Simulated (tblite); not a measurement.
# H19P47: the cost of one run

Computed with tblite 0.8.0 and PySCF 2.14.0 and routines of our own; the level stands in each step. Atoms count from 0.

## (1) The system as given

66 atoms, charge 0, multiplicity 1; geometry from: force field, distance geometry or constructed start.

## (2) Relaxing the molecule with GFN2-xTB

Job settings and geometry (Å):

```
{"job": {"kind": "relax", "xc": "GFN2-xTB", "basis": "xTB"}, "charge": 0, "multiplicity": 1}
P      0.004900    -2.893200    -0.618900
P     -1.639500    -1.944100     0.615800
P     -3.267400    -2.893700    -0.616300
P     -3.273300    -4.776500     0.616500
P     -1.637300    -5.726800    -0.613900
P     -0.003300    -4.781400     0.620100
P      4.909000    -0.055600    -0.620600
P      3.276000     0.890200     0.624200
P      1.639000    -0.059400    -0.617700
P      1.633500    -1.947500     0.624300
P      3.270500    -2.892600    -0.619400
P      4.906400    -1.948700     0.622700
P      4.905500     5.611800    -0.612300
P      3.274800     6.555200     0.620000
P      1.634100     5.616200    -0.617100
P      1.634400     3.722200     0.629000
P      3.273000     2.778800    -0.616400
P      4.907800     3.718200     0.621700
P     -1.636900     5.612900    -0.614800
P     -3.269800     6.556700     0.625400
P     -4.911200     5.614900    -0.615800
P     -4.909800     3.723100     0.622500
P     -3.269200     2.781500    -0.610700
P     -1.640500     3.717300     0.621200
P     -4.908400    -5.723000    -0.616400
P     -4.915000    -7.615900     0.625200
P     -3.271900    -8.557500    -0.618000
P     -1.636900    -7.614400     0.623900
P      0.000600     6.556200     0.620700
P      0.001100     2.777300    -0.613900
P      1.639900    -5.725000    -0.618400
P      3.270700    -4.779600     0.622900
P     -0.001000     0.887600     0.620800
P      4.911000    -5.726900    -0.613600
P      1.637500    -7.613200     0.619400
P      3.273100    -8.557600    -0.620200
P      4.908100    -7.614900     0.618600
P      3.273500     8.447700    -0.619900
P      1.637400     9.386100     0.622600
P     -0.004800     8.448600    -0.616100
P     -1.636400    -0.059600    -0.613500
P     -3.266700     0.881900     0.626400
P      0.004900    -8.558800    -0.620900
P     -4.906300    -0.057800    -0.619100
P     -4.912600    -1.945000     0.625100
P     -1.638200     9.391600     0.619300
P     -3.270200     8.445300    -0.617900
H      5.922300     0.530600     0.153100
H      5.924200    -2.531500    -0.145300
H      5.924500     6.197000     0.152800
H      5.921700     3.129100    -0.142400
H     -5.916000     6.197600     0.150500
H     -5.923000     3.136000    -0.145400
H     -5.926000    -5.142000     0.147800
H     -5.921900    -8.201200    -0.144000
H     -3.273100    -9.727200     0.151400
H      5.929200    -5.146100     0.148900
H      3.275300    -9.722600     0.150100
H      5.922700    -8.201000    -0.141500
H      4.285400     9.032500     0.149800
H      1.632500    10.561300    -0.144000
H      0.003900    -9.730500     0.148900
H     -5.920900     0.528700     0.151600
H     -5.922800    -2.528400    -0.144400
H     -1.630600    10.563700    -0.143500
H     -4.291200     9.032300     0.152100
```

On the command line:

```bash
$ OMP_NUM_THREADS=8 python large_run.py task.json out
```

One launch serves the whole session: the jobs run in the order shown.

Q: Estimate the wall time and peak memory of this first job on 8 threads of Arm Neoverse V1, shared host.

About 10 s, with a peak of 0.16 GiB.
